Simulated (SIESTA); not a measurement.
BiTe:

```xyz
2
Lattice="0.0000 3.2350 3.2350 3.2350 0.0000 3.2350 3.2350 3.2350 0.0000" Properties=species:S:1:pos:R:3 pbc="T T T"
Bi    0.0000    0.0000    0.0000
Te    3.2350    3.2350    3.2350
```

Base run:

```yaml
Program: SIESTA 5.4.2
Functional: PBEsol
Potentials_or_basis: PseudoDojo 0.4 standard (PBEsol files)
Basis: SZ (energy shift 0.003 Ry)
Grid_cutoff: 500 Ry
Energy_shift: 0.003 Ry
k_mesh: 7 × 7 × 7
Occupations: fermi-dirac, width 0.05 eV
Spin: no spin polarisation
```

Its results: band gap on the k mesh none (metal or under the smearing width); pressure 3.1 GPa.

Task: The run is repeated on the same cell with these changes: basis from SZ (energy shift 0.003 Ry) to SZP (energy shift 0.003 Ry). What comes out?

Result: Band gap on the k mesh none (metal or under the smearing width); pressure -0.2 GPa.

Caveats: spin-orbit coupling is left out, which moves the levels of the heavy elements; the basis of atomic orbitals isn't converged, which shifts pressures, moduli and gaps; the basis has no polarisation orbitals (some runs).
